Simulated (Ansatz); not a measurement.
This script makes an equation of state with a fit of ScPd3, space group Pm-3m with Ansatz 0.2.0 through its Python package.

`run_eos.py`
```python
import ansatz as az
import numpy as np
from scipy.optimize import curve_fit

VECTORS = np.array([
    [3.982, 0.0, 0.0],
    [0.0, 3.982, 0.0],
    [0.0, 0.0, 3.982],
])
SITES = [
    ("Sc", (0.0, 0.0, 0.0)),
    ("Pd", (0.0, 0.5, 0.5)),
    ("Pd", (0.5, 0.0, 0.5)),
    ("Pd", (0.5, 0.5, 0.0)),
]


def build(cell):
    crystal = az.Crystal(lattice=az.Lattice.of(cell))
    for symbol, position in SITES:
        crystal = crystal.atom(symbol, position)
    return crystal

def vinet(v, e0, v0, b0, b1):
    eta = (v / v0) ** (1 / 3)
    return e0 + 2 * b0 * v0 / (b1 - 1) ** 2 * (2 - (5 + 3 * b1 * (eta - 1) - 3 * eta) * np.exp(-1.5 * (b1 - 1) * (eta - 1)))

volumes, energies = [], []
for scale in np.linspace(0.94, 1.06, 7):
    cell = VECTORS * scale ** (1 / 3)
    job = (
        build(cell).calculation()
        .basis(19 * az.Ha)
        .functional(az.Functional.R2SCAN)
        .pseudopotentials("paw")
        .occupations(az.OccupationsMethod.METHFESSEL_PAXTON)
        .kpoints(6, 6, 6)
    )
    report = job.run().report
    volumes.append(abs(np.linalg.det(cell)) / len(SITES))
    energies.append(report["free_energy_ev"] / len(SITES))
    print(f"V = {volumes[-1]:8.4f} A^3/atom  F = {energies[-1]:.5f} eV/atom")

guess = (min(energies), volumes[int(np.argmin(energies))], 0.5, 4.5)
(e0, v0, b0, b1), _ = curve_fit(vinet, np.array(volumes), np.array(energies), p0=guess, maxfev=20000)
print(f"Vinet fit: V0 = {v0:.4f} A^3/atom, B0 = {160.21766 * b0:.1f} GPa, B1 = {b1:.2f}")
print("largest residual", round(1000 * float(np.abs(vinet(np.array(volumes), e0, v0, b0, b1) - energies).max()), 3), "meV/atom")
```

Estimate the equilibrium volume and the bulk modulus.

A third-order Birch-Murnaghan fit through the 7 points (the script's own form differs a little) has its minimum at 15.69 Å³ an atom, 0.6 % below the typed cell, with a bulk modulus of 158 GPa and dB/dP = 5.1. From that minimum the energy rises by 25.4 meV an atom on the compressed side and 30.2 meV on the expanded side.

The run itself:

`python run_eos.py` gives:
```text
V =  14.8379 A^3/atom  F = -5775.29723 eV/atom
V =  15.1536 A^3/atom  F = -5775.31303 eV/atom
V =  15.4693 A^3/atom  F = -5775.32110 eV/atom
V =  15.7850 A^3/atom  F = -5775.32235 eV/atom
V =  16.1007 A^3/atom  F = -5775.31752 eV/atom
V =  16.4164 A^3/atom  F = -5775.30738 eV/atom
V =  16.7321 A^3/atom  F = -5775.29248 eV/atom
Vinet fit: V0 = 15.6871 A^3/atom, B0 = 158.3 GPa, B1 = 5.07
largest residual 0.011 meV/atom
```

What to keep in mind:
- Total energies depend on the potentials; only differences at equal settings carry meaning.
- For a metal this k-point mesh is coarse: on a finer one energies can move by several to tens of meV an atom and pressures by half a GPa or more, differences at one mesh by less.
- The starting cell is as deposited in a crystallographic database; the results hold for this polymorph, which needn't be the stable one.

(Lines on the test bed's own set-up are left out of the output.)
